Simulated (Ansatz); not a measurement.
# ClGaH₂O: single points off equilibrium

One table from this session's results is given with a row withheld; the runs are named, their logs left out.

Computed with Ansatz 0.2.0, Gaussian basis. Level: single points in def2-TZVPP.

Cores are frozen in the correlated methods. Filled d shells of the heavier atoms are correlated.

## The system as given

5 atoms, charge 0, spin multiplicity 1.

Atoms are counted from 1 here; the program's logs count them from 0.

Bond lengths: Ga1–O3 1.906 Å, Ga1–Cl5 2.564 Å, H2–O3 0.924 Å, O3–H4 1.267 Å, H4–Cl5 1.470 Å. Angles: O3–Ga1–Cl5 70.7°, Ga1–O3–H2 81.5°, Ga1–O3–H4 82.6°, H2–O3–H4 50.5°, O3–H4–Cl5 149.8°, Ga1–Cl5–H4 56.9°.

As a file:

```
Ga    1.35460   -0.32380    0.57810
H    -0.00880    0.20330   -0.77390
O     0.10270   -0.71360   -0.80520
H    -0.66860   -0.02030   -0.07750
Cl   -0.88120    0.81170    1.11500
```

The first run:

run/in.yaml

```yaml
crystal:
  periodic: [false, false, false]
  atoms:
    - {symbol: Ga, position_ang: [1.354600, -0.323800, 0.578100]}
    - {symbol: H, position_ang: [-0.008800, 0.203300, -0.773900]}
    - {symbol: O, position_ang: [0.102700, -0.713600, -0.805200]}
    - {symbol: H, position_ang: [-0.668600, -0.020300, -0.077500]}
    - {symbol: Cl, position_ang: [-0.881200, 0.811700, 1.115000]}
basis:
  gaussian: {orbitals: def2-TZVPP}
correlation: {method: ccsd_t}
output: {forces: true}
```

The command line of these runs was not kept.

Steps of the session up to this table: CCSD(T)/def2-TZVPP; PBE0-D4/def2-TZVPP; wB97M-V/def2-TZVPP; r2SCAN-D4/def2-TZVPP; PBE-D4/def2-TZVPP; BHLYP-D4/def2-TZVPP; r2SCANh-D4/def2-TZVPP.

One table of the session follows, with a row left open; its other results are not shown here.

```
    method  RMS force component (eV/Å)  angle to CCSD(T) forces (°)  dipole (D)
   CCSD(T)                       1.931                    reference        0.99
   PBE0-D4                       1.907                          2.2        1.03
   wB97M-V                       1.933                          2.7        1.07
 r2SCAN-D4                           ?                            ?           ?
    PBE-D4                       2.085                          8.5        0.98
  BHLYP-D4                       1.832                          9.2        1.11
r2SCANh-D4                       1.880                          2.1        0.98
```

Estimate the missing values for r2SCAN-D4.

As computed: RMS force component (eV/Å): 1.922; angle to CCSD(T) forces (°): 3.2; dipole (D): 0.95. In the column «RMS force component (eV/Å)» it lies between PBE0-D4 (1.907) and CCSD(T) (1.931).
